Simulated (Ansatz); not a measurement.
# HfSi (zincblende type): a single-point run

Wanted: a converged single-point run for HfSi (zincblende type), and a check of what comes out. The structure is shown as the input types it.

Computed with Ansatz 0.2.0 (DFT, LDA, PAW with Ansatz's default frozen-core files, scalar-relativistic, unless a step's input says otherwise).

## Step 1: The structure to begin with

It takes space group F-43m (No. 216, cubic). Conventional cell: a = 5.828 Å, b = 5.828 Å, c = 5.828 Å, α = 90.00°, β = 90.00°, γ = 90.00°. Hf (site symmetry -43m) is surrounded by 4 Si at 2.52 Å. Around Si (site symmetry -43m) lie 4 Hf at 2.52 Å.

As a file:

```
Hf Si
1.0
     0.00000    2.91376    2.91376
     2.91376    0.00000    2.91376
     2.91376    2.91376    0.00000
Hf Si
1 1
Direct
  0.00000 0.00000 0.00000
  0.25000 0.25000 0.25000
```

## Step 2: Running it

input.yaml

```yaml
crystal:
  lattice:
    - [0.0, 2.9137633937, 2.9137633937]
    - [2.9137633937, 0.0, 2.9137633937]
    - [2.9137633937, 2.9137633937, 0.0]
  atoms:
    - { symbol: Hf, position: [0.0, 0.0, 0.0], spin: 2.0 }
    - { symbol: Si, position: [0.25, 0.25, 0.25] }
kpoints:
  mp_grid: { grid: [12, 12, 12] }
scf:
  occupations: { method: fermi_dirac, width: 0.08 }
  max_iter: 75
hamiltonian:
  xc: lda
  pseudopotentials: { kind: paw }
output:
  forces: true
  stress: true
  eigenvalues: true
  populations: true
```

The run is started by

```
$ ansatz run input.yaml --threads 1 --pin off --max-ram 2048MiB --backend cpu --events-out ev --progress --plain --runs-dir out
```

The program printed:

```text
Error: inconsistent input (magnetization.spin_polarized): false but per-atom `spin:`, `per_species`, `initial_magnetization`, `magnetic_field`, or `spin_locking` is set
```

Run time: 0.02 s. Hardware: 1 thread of Arm Neoverse V2, shared host; peak memory 0.029 GiB.

## Step 3: What went wrong

The run ended at the input check. Its message: «inconsistent input (magnetization.spin_polarized): false but per-atom `spin:`, `per_species`, `initial_magnetization`, `magnetic_field`, or `spin_locking` is set»

The atoms carry spins in the input while the run has one spin channel.

Remedy: switch spin polarisation on, or remove the moments.

## Step 4: The mended run

Other changes include scf.max_iter.

input.yaml: that of step 2 with these lines changed.

```diff
@@ -6,3 +6,3 @@
   atoms:
-    - { symbol: Hf, position: [0.0, 0.0, 0.0], spin: 2.0 }
+    - { symbol: Hf, position: [0.0, 0.0, 0.0] }
     - { symbol: Si, position: [0.25, 0.25, 0.25] }
@@ -12,3 +12,2 @@
   occupations: { method: fermi_dirac, width: 0.08 }
-  max_iter: 75
 hamiltonian:
```

The run is started by

```
$ ansatz run input.yaml --threads 1 --pin off --max-ram 2048MiB --backend cpu --events-out ev --progress --plain --runs-dir out
```

The main lines of its log:

```text
[...]
Basis set: ecut = 420 eV, 941 PW (Γ)
[...]
k-points: 72 of 1728 (time reversal used)
[...]
SCF iter   1: F=—  HF=-16084.243837 eV  |F-HF|=—  |Δ(HF+E_count)|=         —  Δρ=4.76e-3  dr2=1.13e-2  ethr=1.77e-3  ⟨swp⟩=5.2  Hψ=6098  notcnv=0
preconditioner: auto → Kerker (q_TF=auto, 2.510 Å⁻¹)  [metal: Δε(μ)=0.014 eV  Ē_g=11.340 eV  σ=0.080 eV  W_gap=0.04  n_scr=14 (ndim 8)  ℏωp=24.8 eV  f_vac=0.001  D(μ)=0.98/eV (n_scr^D=8)]
SCF iter   2: F=—  HF=-16084.242232 eV  |F-HF|=—  |Δ(HF+E_count)|=   1.61e-3  Δρ=3.02e-3  dr2=4.17e-3  ethr=3.77e-5  ⟨swp⟩=2.2  Hψ=2643  notcnv=0
[...]
SCF iter   7: F=—  HF=-16084.241154 eV  |F-HF|=—  |Δ(HF+E_count)|=   1.73e-7  Δρ=1.19e-5  dr2=8.71e-8  ethr=3.33e-10  ⟨swp⟩=3.1  Hψ=6018  notcnv=0
SCF iter   8: F=-16084.241154 eV  HF=-16084.241154 eV  |F-HF|=1.78e-9  |Δ(HF+E_count)|=   2.78e-8  Δρ=2.73e-6  dr2=4.52e-9  ethr=2.90e-10  ⟨swp⟩=4.2  Hψ=4753  notcnv=0
[...]
SCF converged after 8 iterations
Free energy (F): -16084.241154 eV
[...]
E sigma→0 (E₀):  -16084.230559 eV
[...]
Fermi energy:    10.117589 eV
[...]
  P = ⅓ Tr σ = 3.8993 GPa (38.993 kbar)
[...]
```

Run time: 7.5 s. Hardware: 1 thread of Arm Neoverse V2, shared host; peak memory 0.35 GiB.

## Step 5: What came out

| quantity | value |
| --- | --- |
| first try | refused |
| cause | moments without spin polarisation |
| second try | converged, 8 SCF cycles |
| energy (zero set by the potentials) | -16084.2412 eV |
| pressure | 3.90 GPa |
| gap on the mesh | none (metal on this mesh) |
| largest force | 0.000 eV/Å |

In words: The mended input goes through in 8 SCF cycles.
